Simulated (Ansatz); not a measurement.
# TaO2: the cost of one run

Method: DFT PBEsol, scalar-relativistic, plane waves, PAW, in Ansatz 0.2.0.

71 further runs of the same task are left out: 71 set aside as unsound or not needed.

## 1. The structure to begin with

Symmetry: P4_2/mnm, No. 136, tetragonal system. Conventional cell: a = 4.950 Å, b = 4.950 Å, c = 2.850 Å, α = 90.00°, β = 90.00°, γ = 90.00°. Around Ta (site symmetry mmm) lie 6 O at 2.01 to 2.06 Å. Around O (site symmetry m2m) lie 3 Ta at 2.01 to 2.06 Å.

Coordinates:

```xyz
6
Lattice="4.9499 0.0000 0.0000 0.0000 4.9499 0.0000 0.0000 0.0000 2.8499" Properties=species:S:1:pos:R:3 pbc="T T T"
Ta    0.0000    0.0000    1.4249
Ta    2.4750    2.4750    0.0000
O     3.5317    1.4182    1.4249
O     1.4182    3.5317    1.4249
O     1.0567    1.0567    0.0000
O     3.8932    3.8932    0.0000
```

It goes back to an entry of the Materials Project, which need not be the stable form.

It is the result of an earlier relaxation at this level (volume 11.64 Å³/atom; gap on the mesh: none (metal)).

## 2. What is varied

The energy is mapped over volume and the cell's shape.

First coordinate, volume per atom: 11 values from 10.707 to 12.569 Å³. Second coordinate, c/a of the conventional cell: 11 values from 0.510 to 0.649.

Nothing else is relaxed (fractional coordinates fixed). Energies count from the relaxed crystal. Points are written as (first, second).

## 3. Point (10.707 Å³, 0.619)

input.yaml

```yaml
crystal:
  lattice:
    - [4.6996572987, 0.0, 0.0]
    - [0.0, 4.6996572987, 0.0]
    - [0.0, 0.0, 2.9086179021]
  atoms:
    - { symbol: Ta, position: [0.0, 0.0, 0.5] }
    - { symbol: Ta, position: [0.5, 0.5, 0.0] }
    - { symbol: O, position: [0.7134820449, 0.2865179551, 0.5] }
    - { symbol: O, position: [0.2865179551, 0.7134820449, 0.5] }
    - { symbol: O, position: [0.2134820449, 0.2134820449, 0.0] }
    - { symbol: O, position: [0.7865179551, 0.7865179551, 0.0] }
basis:
  ecutwfc: 520.0
kpoints:
  mp_grid: { grid: [10, 10, 16] }
hamiltonian:
  xc: pbesol
  pseudopotentials: { kind: paw, azcp: { folder: soft_1 } }
scf:
  occupations: { method: gaussian, width: 0.15 }
output:
  forces: true
  stress: true
  eigenvalues: true
```

Command:

```bash
$ ansatz run input.yaml --threads 4 --pin off --max-ram 8192MiB --backend cpu --events-out ev --progress --plain --runs-dir out
```

Q: Estimate wall time and peak memory on 4 threads of Arm Neoverse V2, shared host.

About 6.4 s, with a peak of 0.62 GiB.
